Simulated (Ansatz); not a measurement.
**Tellurium, simple cubic under PBEsol: ground state and equation of state**

The plan for tellurium in the simple cubic structure: relax it, solve it on a dense k-mesh, then scale the cell to 7 volumes from 88 to 112 % of the relaxed one and try a fit of the equation of state. Spin polarisation is left out. The k-meshes are 10×10×10 for the relaxation; 16×16×16 for the dense run; 11×11×11 for the volumes.

Computed with Ansatz 0.2.0 (DFT PBEsol, plane waves (420 eV) with PAW, scalar-relativistic; PBE-made PAW files, unless a step says otherwise).

## 1. The system as given

The structure is cubic, space group Pm-3m (No. 221). Conventional cell: a = 3.146 Å, b = 3.146 Å, c = 3.146 Å, α = 90.00°, β = 90.00°, γ = 90.00°. Around Te (site symmetry m-3m) lie 6 Te at 3.15 Å.

Coordinates:

```
Te
1.0
     3.14622    0.00000    0.00000
     0.00000    3.14622    0.00000
     0.00000    0.00000    3.14622
Te
1
Direct
  0.00000 0.00000 0.00000
```

## 2. Relaxation of the cell

input.yaml

```yaml
crystal:
  lattice:
    - [3.1462212359, 0.0, 0.0]
    - [0.0, 3.1462212359, 0.0]
    - [0.0, 0.0, 3.1462212359]
  atoms:
    - { symbol: Te, position: [0.0, 0.0, 0.0] }
hamiltonian:
  xc: pbesol
  pseudopotentials:
    kind: paw
    azcp:
      Te: "pseudopotentials/Te.paw.azcp"
basis:
  ecutwfc: 420
  fft_grid_basis: typed
kpoints:
  mp_grid: { grid: [10, 10, 10], shift: [0, 0, 0] }
magnetization:
  spin_polarized: false
scf:
  occupations: { method: fermi_dirac, width: 0.1 }
relax:
  max_steps: 60
  f_tol: 0.01
  cell: {}
```

On the command line:

```sh
> ansatz run input.yaml --threads 2 --pin off --max-ram 5120MiB --backend cpu --events-out ev --progress --plain --runs-dir out
```

The runs that follow: Dense single point; Volume × 0.88; Volume × 0.92; Volume × 0.96; Volume × 1.0; Volume × 1.04; Volume × 1.08; Volume × 1.12.

Before running it: what results should come out? Wanted: space group; conventional cell; volume; shortest distance; gap on the mesh; relative to trigonal tellurium; highest ELF outside the cores; V₀, B₀, B₀′.

The runs gave:

| quantity | value |
| --- | --- |
| space group (spins left aside) | Pm-3m (No. 221) |
| conventional cell | a = 3.151 Å |
| volume | 31.282 Å³/atom |
| shortest distance | 3.151 Å |
| gap on the mesh | none (levels filled in part) |
| relative to trigonal tellurium | +24 meV/atom |
| highest ELF outside the cores | 0.57, 1.26 Å from the nearest atom |
| V₀, B₀, B₀′ | 31.264 Å³/atom, 59 GPa, 4.7 |

In words: The relaxation enlarged the cell by 0.4 % in volume. Against the reference form of tellurium (trigonal tellurium, computed apart with the same settings) it stands 24 meV/atom higher. Levels at the Fermi energy are filled in part, as in a metal. The fitted modulus is 59 GPa. Relaxation kept the symmetry; phonons were not checked.
